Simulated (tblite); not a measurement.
# C4H11GeP: the cost of one run

Computed with tblite 0.8.0 and PySCF 2.14.0, with density-fitted response routines of our own, on a single molecule, in the gas phase or a continuum. Atoms are numbered from 0 throughout.

## 1. The starting structure

17 atoms, charge 0, multiplicity 1; geometry from: force field or distance geometry start.

Bonds of the start (Å): C0–C1 1.34, C1–P2 1.78, P2–Ge3 2.22, P2–C4 1.82, C4–C5 1.51, C0–H6 1.08, C0–H7 1.08, C1–H8 1.09, Ge3–H9 1.56, Ge3–H10 1.55, Ge3–H11 1.55, C4–H12 1.13, C4–H13 1.11, C5–H14 1.11, C5–H15 1.12, C5–H16 1.10.

## 2. Optimising the geometry with GFN2-xTB

The job: settings as JSON, then the geometry in Å.

```
{"job": {"kind": "relax", "xc": "GFN2-xTB", "basis": "xTB"}, "charge": 0, "multiplicity": 1}
C      1.953400    -1.605300    -0.945500
C      1.255000    -0.493100    -1.235300
P      0.200700     0.386700    -0.097400
Ge     0.749400     2.472100     0.448600
C     -1.553800    -0.082500    -0.003100
C     -1.701300    -1.256100     0.938100
H      2.562900    -2.046600    -1.722000
H      1.933000    -2.088400     0.024500
H      1.386700    -0.120600    -2.254000
H      1.278900     2.464000     1.920900
H     -0.518900     3.365100     0.409500
H      1.813300     3.140100    -0.451600
H     -2.118500     0.768200     0.487300
H     -2.023100    -0.243800    -0.993500
H     -2.734900    -1.664500     0.906600
H     -0.993300    -2.041600     0.583200
H     -1.496600    -0.941700     1.973900
```

Launch:

```console
> OMP_NUM_THREADS=1 python probes_run.py task.json out
```

This one command runs all jobs of the session in turn.

**Question.** How long does this first job take on 1 thread of Arm Neoverse V1, shared host, and how much memory does it need?

About 1.6 s, with a peak of 0.18 GiB.
